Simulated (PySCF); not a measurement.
# C3H5FO3: the cost of one run

Programs: PySCF 2.14.0, with routines of our own; each step states its level. All values are computed. Atoms count from 0.

## (1) The starting structure

12 atoms, charge 0, multiplicity 1; geometry from: GFN2-xTB.

## (2) Geometry optimisation at PBE0/def2-SVP

What the job is given:

```
{"job": {"xc": "PBE0", "basis": "def2-SVP", "grid": 1, "kind": "geom"}, "charge": 0, "multiplicity": 1}
C     -1.764164     0.881144     0.039756
O     -0.479817     0.509584     0.517910
C      0.090278    -0.531860    -0.157775
F     -0.602751    -1.702937     0.061893
C      1.534835    -0.700323     0.341744
O      1.943217    -1.607338     0.998797
O      2.273142     0.321432    -0.080159
H     -2.474869     0.059401     0.154731
H     -2.074091     1.726255     0.648687
H     -1.712535     1.176908    -1.013058
H      0.087105    -0.387824    -1.255869
H      3.180848     0.254873     0.261446
```

On the command line:

```bash
OMP_NUM_THREADS=1 python excited_run.py task.json out
```

This one command runs all jobs of the session in turn.

**Question.** How long does this first job take on 1 thread of Arm Neoverse V1, shared host, and how much memory does it need?

About 39 s, with a peak of 0.54 GiB.
